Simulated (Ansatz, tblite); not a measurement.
# The cluster Ge19AsH30−: removing an electron

What does removing an electron cost or gain for the cluster Ge19AsH30−? Each charged state is run at several levels.

Method: as each input shows; program: Ansatz 0.2.0, Gaussian basis.

Plan: charge 0 doublet, at the geometry of the singlet (PBE0-D4/def2-TZVP, PBE-D4/def2-TZVP, r2SCAN-D4/def2-TZVP); the starting singlet's energies come from earlier runs.

1 further run of the same task is left out (set aside as unsound or not needed).

### 1 The geometry

The geometry is that of the singlet, from an earlier relaxation (PBE-D4/def2-SVP).

50 atoms, charge -1, spin multiplicity 1.

Atoms are counted from 1 here; the program's logs count them from 0.

Bond lengths: Ge1–Ge12 2.452 Å, Ge1–Ge14 2.454 Å, Ge1–H21 1.567 Å, Ge1–H22 1.560 Å, Ge2–Ge10 2.445 Å, Ge2–Ge15 2.448 Å, Ge2–Ge16 2.450 Å, Ge2–H23 1.566 Å, Ge3–Ge12 2.449 Å, Ge3–Ge15 2.451 Å, Ge3–Ge17 2.448 Å, Ge3–H24 1.565 Å, As4–Ge10 2.457 Å, As4–Ge12 2.462 Å, As4–H25 1.544 Å, Ge5–Ge7 2.450 Å, Ge5–Ge11 2.454 Å, Ge5–Ge18 2.461 Å and more. Angles: Ge12–Ge1–Ge14 105.4°, Ge12–Ge1–H21 104.9°, Ge12–Ge1–H22 107.4°, Ge14–Ge1–H21 117.3°, Ge14–Ge1–H22 115.0°, H21–Ge1–H22 106.0°, Ge10–Ge2–Ge15 111.0°, Ge10–Ge2–Ge16 107.0°, Ge10–Ge2–H23 110.0°, Ge15–Ge2–Ge16 109.4°, Ge15–Ge2–H23 110.5°, Ge16–Ge2–H23 108.9°, Ge12–Ge3–Ge15 105.1°, Ge12–Ge3–Ge17 119.3°, Ge12–Ge3–H24 110.8°, Ge15–Ge3–Ge17 105.0°, Ge15–Ge3–H24 108.3°, Ge17–Ge3–H24 107.7° and more.

The ion is computed in the gas phase, without counter-ions or solvent.

### 2 Charge 0 doublet at the fixed geometry, PBE0-D4/def2-TZVP

in.yaml reads:

```yaml
crystal:
  periodic: [false, false, false]
  atoms:
    - {symbol: Ge, position_ang: [1.208111, -4.099843, -1.209017]}
    - {symbol: Ge, position_ang: [-2.106621, 1.128305, -4.168141]}
    - {symbol: Ge, position_ang: [1.304124, -0.693898, -3.373797]}
    - {symbol: As, position_ang: [-1.667277, -1.125421, -0.980561]}
    - {symbol: Ge, position_ang: [-0.647784, 2.608440, 1.225946]}
    - {symbol: Ge, position_ang: [1.383373, -0.835161, 1.004567]}
    - {symbol: Ge, position_ang: [0.254043, 2.620149, -1.052465]}
    - {symbol: Ge, position_ang: [-1.719413, -0.754609, 3.420329]}
    - {symbol: Ge, position_ang: [1.653629, 1.159240, 4.392548]}
    - {symbol: Ge, position_ang: [-3.190468, -0.614436, -2.839374]}
    - {symbol: Ge, position_ang: [-2.431886, 1.113054, 2.002252]}
    - {symbol: Ge, position_ang: [-0.129035, -2.424019, -2.398734]}
    - {symbol: Ge, position_ang: [-0.169857, -2.300653, 2.311642]}
    - {symbol: Ge, position_ang: [2.704918, -2.821081, 0.256486]}
    - {symbol: Ge, position_ang: [-0.030834, 0.304267, -5.171065]}
    - {symbol: Ge, position_ang: [-1.593899, 2.976114, -2.643825]}
    - {symbol: Ge, position_ang: [2.014469, 1.195294, -1.988490]}
    - {symbol: Ge, position_ang: [1.145232, 3.006612, 2.863941]}
    - {symbol: Ge, position_ang: [2.813928, -0.526567, 3.034547]}
    - {symbol: Ge, position_ang: [-0.502778, 0.356092, 5.239013]}
    - {symbol: H, position_ang: [1.870162, -4.963279, -2.336390]}
    - {symbol: H, position_ang: [0.214909, -5.048969, -0.468975]}
    - {symbol: H, position_ang: [-3.085501, 1.642064, -5.276799]}
    - {symbol: H, position_ang: [2.586236, -1.328321, -4.008011]}
    - {symbol: H, position_ang: [-2.500597, -2.356194, -0.564243]}
    - {symbol: H, position_ang: [-1.386716, 4.000039, 1.146739]}
    - {symbol: H, position_ang: [0.950123, 4.030965, -1.066903]}
    - {symbol: H, position_ang: [-3.036214, -1.368821, 4.014614]}
    - {symbol: H, position_ang: [2.459122, 1.781427, 5.587998]}
    - {symbol: H, position_ang: [-3.551583, -1.858790, -3.709326]}
    - {symbol: H, position_ang: [-4.525521, -0.041052, -2.264382]}
    - {symbol: H, position_ang: [-3.358829, 0.704355, 0.815647]}
    - {symbol: H, position_ang: [-3.302464, 2.062616, 2.897274]}
    - {symbol: H, position_ang: [-0.928567, -3.028742, -3.607574]}
    - {symbol: H, position_ang: [-1.068684, -3.271275, 1.469030]}
    - {symbol: H, position_ang: [0.390928, -3.196204, 3.474658]}
    - {symbol: H, position_ang: [3.297273, -3.851453, 1.282875]}
    - {symbol: H, position_ang: [3.907738, -2.463957, -0.689639]}
    - {symbol: H, position_ang: [-0.367496, -0.750784, -6.271560]}
    - {symbol: H, position_ang: [0.697281, 1.485835, -5.888606]}
    - {symbol: H, position_ang: [-1.277187, 4.235010, -3.515350]}
    - {symbol: H, position_ang: [-2.891820, 3.319483, -1.845899]}
    - {symbol: H, position_ang: [2.678452, 2.154318, -3.046409]}
    - {symbol: H, position_ang: [3.126971, 0.833831, -0.969329]}
    - {symbol: H, position_ang: [2.425137, 3.411606, 2.060695]}
    - {symbol: H, position_ang: [0.724673, 4.287930, 3.661859]}
    - {symbol: H, position_ang: [4.214254, 0.122737, 2.746862]}
    - {symbol: H, position_ang: [3.114534, -1.747186, 3.974282]}
    - {symbol: H, position_ang: [-1.332725, 1.540186, 5.840158]}
    - {symbol: H, position_ang: [-0.270265, -0.645354, 6.417901]}
basis:
  gaussian: {orbitals: def2-TZVP, fitting: {mean_field: def2-universal-jkfit}}
magnetization: {spin_polarized: true, initial_magnetization: 1}
hamiltonian: {xc: pbe0, dispersion: d4}
scf: {omitted_lower_state_checks: [starts]}
output: {orbitals: {seedname: orbitals}}
```

Started as:

```bash
$ ansatz run in.yaml --threads 11 --pin off --events-out ev --progress --plain --max-ram 174080MiB --backend cuda --devices 0, --max-vram 75GiB
```

What it wrote:

```text
Functional definition: PBE0
  name "PBE0"
  cite "Adamo & Barone, J. Chem. Phys. 110, 6158 (1999) doi:10.1063/1.478522"
  cite "Perdew, Burke & Ernzerhof, Phys. Rev. Lett. 77, 3865 (1996) doi:10.1103/PhysRevLett.77.3865"
  parent pbe
  parameter a = 0.25
  parameter kappa = 0.804
  parameter beta = 0.06672455060314922
  exchange = (1 - a)*pbe_x(kappa = kappa, mu = beta*pi^2/3) + a*exact_x
  correlation = pbe_c(beta = beta)
these checks for a lower state are left out or cut short: starts
5860 factors; integrals over basis functions are off by at most 6.3e-1 eV
mean field evaluation 1: about -1135038.8535 eV, gradient 4.7e1 eV
mean field evaluation 2: about -1135035.2873 eV, gradient 5.5e1 eV
mean field evaluation 4: about -1135043.0355 eV, gradient 3.2e0 eV
mean field evaluation 8: about -1135043.0473 eV, gradient 3.7e-1 eV
mean field evaluation 16: about -1135043.0484 eV, gradient 2.4e-3 eV
mean field -1135043.04840268 eV, -41712.0626689876 hartree, gradient 2.2e-5 eV, S^2 0.754439; 0 other end points of the search recorded, 0 dependent functions left out
reference -1135043.04848953 eV, -41712.0626721795 hartree; 336, 335 occupied and 804, 805 virtual orbitals, 5860 factors
Total energy: -1135046.09154969 eV, -41712.1745025775 hartree
Checks for a lower state left out: starts
```

It took 25 s on 1 × H100 with 11 threads of AMD EPYC 7R13, shared host; peak host memory 2.1 GiB.

From the report: HOMO -6.94 eV, LUMO -5.06 eV (over both spins); ⟨S²⟩ 0.754 (pure: 0.75).

### 3 Charge 0 doublet at the fixed geometry, PBE-D4/def2-TZVP

start.molden holds the orbitals of an earlier run on this state, given as this run's starting guess.

Changes to in.yaml since step 2:

```diff
@@ -54,5 +54,5 @@
 basis:
-  gaussian: {orbitals: def2-TZVP, fitting: {mean_field: def2-universal-jkfit}}
+  gaussian: {orbitals: def2-TZVP, fitting: {mean_field: def2-universal-jkfit}, initial_orbitals: start.molden}
 magnetization: {spin_polarized: true, initial_magnetization: 1}
-hamiltonian: {xc: pbe0, dispersion: d4}
+hamiltonian: {xc: pbe, dispersion: d4}
 scf: {omitted_lower_state_checks: [starts]}
```

The command is unchanged.

What it wrote:

```text
Functional definition: PBE
  name "PBE"
  cite "Perdew, Burke & Ernzerhof, Phys. Rev. Lett. 77, 3865 (1996) doi:10.1103/PhysRevLett.77.3865"
  parent pbe
  parameter kappa = 0.804
  parameter beta = 0.06672455060314922
  exchange = pbe_x(kappa = kappa, mu = beta*pi^2/3)
  correlation = pbe_c(beta = beta)
these checks for a lower state are left out or cut short: starts
5860 factors; integrals over basis functions are off by at most 6.3e-1 eV
mean field evaluation 1: about -1135011.3961 eV, gradient 2.5e1 eV
mean field evaluation 2: about -1135012.4663 eV, gradient 1.3e0 eV
mean field evaluation 4: about -1135012.4428 eV, gradient 1.2e-1 eV
mean field evaluation 8: about -1135012.4431 eV, gradient 2.5e-5 eV
mean field -1135012.44307432 eV, -41710.9379439156 hartree, gradient 1.2e-5 eV, S^2 0.752758; 0 other end points of the search recorded, 0 dependent functions left out
reference -1135012.44318829 eV, -41710.9379481037 hartree; 336, 335 occupied and 804, 805 virtual orbitals, 5860 factors
Total energy: -1135015.77448865 eV, -41711.0603711339 hartree
Checks for a lower state left out: starts
```

It took 11 s on 1 × H100 with 11 threads of AMD EPYC 7R13, shared host; peak host memory 2 GiB.

Report: HOMO -6.03 eV, LUMO -5.68 eV (over both spins); ⟨S²⟩ 0.753 (pure: 0.75).

### 4 Charge 0 doublet at the fixed geometry, r2SCAN-D4/def2-TZVP

Changes to in.yaml since step 3:

```diff
@@ -56,3 +56,3 @@
 magnetization: {spin_polarized: true, initial_magnetization: 1}
-hamiltonian: {xc: pbe, dispersion: d4}
+hamiltonian: {xc: r2scan, dispersion: d4}
 scf: {omitted_lower_state_checks: [starts]}
```

Launched as before.

What it wrote, shortened:

```text
Functional definition: r2SCAN
  name "r2SCAN"
  cite "Furness, Kaplan, Ning, Perdew & Sun, J. Phys. Chem. Lett. 11, 8208 (2020) doi:10.1021/acs.jpclett.0c02405"
  cite "Furness, Kaplan, Ning, Perdew & Sun, J. Phys. Chem. Lett. 11, 9248 (2020) doi:10.1021/acs.jpclett.0c03077"
  parent r2scan
[...]
5860 factors; integrals over basis functions are off by at most 6.3e-1 eV
[...]
mean field -1135181.57613232 eV, -41717.1534691546 hartree, gradient 2.2e-5 eV, S^2 0.756012; 0 other end points of the search recorded, 0 dependent functions left out
reference -1135181.57616943 eV, -41717.1534705182 hartree; 336, 335 occupied and 804, 805 virtual orbitals, 5860 factors
Total energy: -1135182.51283699 eV, -41717.1878924162 hartree
Checks for a lower state left out: starts
```

It took 13 s on 1 × H100 with 11 threads of AMD EPYC 7R13, shared host; peak host memory 2.2 GiB.

HOMO -6.28 eV, LUMO -5.58 eV (over both spins); ⟨S²⟩ 0.756 (pure: 0.75).

### 5 Vertical ionisation energy

Charged state less starting state, singlet to doublet; the starting state's energies are those of its earlier runs.

```tsv
level	vertical ionisation energy (eV)	time
PBE-D4/def2-TZVP	+4.10	18 s
r2SCAN-D4/def2-TZVP	+4.09	21 s
PBE0-D4/def2-TZVP	+4.16	42 s
```

Times add the two runs; a level without a time comes out of a correlated run.

Beside −ε(HOMO) of the starting state:

```tsv
level	−ε(HOMO) (eV)	by difference (eV)	mismatch (eV)
PBE-D4/def2-TZVP	2.33	4.10	-1.77
r2SCAN-D4/def2-TZVP	2.48	4.09	-1.62
PBE0-D4/def2-TZVP	3.10	4.16	-1.06
```

### 6 Results

| quantity | value |
| --- | --- |
| vertical ionisation energy, functionals in def2-TZVP | 4.09 (r2SCAN-D4) to 4.16 eV (PBE0-D4) |

What this shows: The vertical ionisation energy spans 4.09 to 4.16 eV over the functionals. −ε(HOMO) misses the level's own difference by -1.06 eV at best (PBE0-D4) and -1.77 eV at worst (PBE-D4).
